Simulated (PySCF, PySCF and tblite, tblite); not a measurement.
**C₆H₇GeN: a path driven as a shift of bonds, and NMR exchange**

One table from this session's results is given with a row withheld; the runs are named, their logs left out.

Computed with tblite 0.8.0 (tight binding) and PySCF 2.14.0 (DFT, with response routines of our own); each step states its level. Atoms count from 0 throughout.

## The molecule as given

15 atoms, charge 0, multiplicity 1; geometry from: force field or distance geometry start.

Bonds of the start (Å): C1–C2 1.45, C2–C3 1.31, C2–C7 1.45, C3–C4 1.50, C3–H8 1.08, C4–C6 1.48, C4–Ge5 1.95, C4–H9 1.09, C6–C7 1.33, C6–H13 1.09, C7–H14 1.09, Ge5–H10 1.53, Ge5–H11 1.55, Ge5–H12 1.55, N0–C1 1.16.

Set-up of the first run:

The job: settings as JSON, then the geometry in Å.

```
{"job": {"xc": "GFN2-xTB", "basis": "xTB", "kind": "relax"}, "charge": 0, "multiplicity": 1}
N      0.560400     0.888700    -2.352000
C      0.094100     0.733400    -1.301000
C     -0.441200     0.509700     0.026300
C      0.065600     0.966000     1.149800
C     -0.841300     0.489600     2.244500
Ge    -1.723100     1.986300     3.136700
C     -1.919700    -0.262000     1.564200
C     -1.665900    -0.236100     0.262800
H      0.964700     1.541700     1.329500
H     -0.308600    -0.101600     2.982100
H     -0.886900     3.267100     3.077700
H     -1.993800     1.527000     4.596400
H     -3.119700     2.196600     2.497200
H     -2.777800    -0.769100     2.011500
H     -2.319100    -0.716200    -0.463500
```

Run with:

```sh
$ OMP_NUM_THREADS=1 python ens_run.py task.json out
```

This one command runs the whole study; its stages follow in the order run.

Steps of the session up to this table: GFN2-xTB relaxation, start minimum; Relaxed scan, to the middle; Relaxed scan, from the middle, back; Relaxed scan, from the middle, on; Nudged elastic band, leg 1; Saddle search, leg 1; DFT refinement, start: PBE0-D3(BJ)/def2-SVP; Shieldings, start: PBE0/pcSseg-1; Shieldings, saddle of leg 1: PBE0/pcSseg-1; Kinetics and line shapes; Shieldings, start: HSE06/pcSseg-1; Single-point energy, saddle of leg 1: HSE06/pcSseg-1; Second level: HSE06/pcSseg-1 + D3(BJ).

One table of the session follows, with a row left open; its other results are not shown here.

It belongs to the step «Second level: HSE06/pcSseg-1 + D3(BJ)». Barriers by level (kcal/mol; entropies in cal/(mol K)). Zero-point and thermal terms come from xTB in every row. ΔG‡ leaves symmetry out; the rate counts one path; effective ΔG‡, where given, is the barrier that would give that rate by Eyring's equation alone:

| level | ΔE‡ | with zero-point | ΔH‡ | ΔG‡ (298 K) | k at 298 K (1/s) |
| --- | --- | --- | --- | --- | --- |
| GFN2-xTB | 8.87 | 8.17 | 7.74 | 8.74 | 2.4e+06 |
| PBE0-D3(BJ)/def2-SVP | ? | ? | ? | ? | ? |
| PBE0/pcSseg-1 + D3(BJ) | 11.64 | 10.94 | 10.51 | 11.51 | 2.3e+04 |
| HSE06/pcSseg-1 + D3(BJ) | 11.85 | 11.15 | 10.72 | 11.73 | 1.6e+04 |

**Question.** Estimate the row for PBE0-D3(BJ)/def2-SVP.

The run gave: ΔE‡: 11.06; with zero-point: 10.36; ΔH‡: 9.93; ΔG‡ (298 K): 10.94; k at 298 K (1/s): 6e+04. In the column «ΔE‡» it lies between GFN2-xTB (8.87) and PBE0/pcSseg-1 + D3(BJ) (11.64).
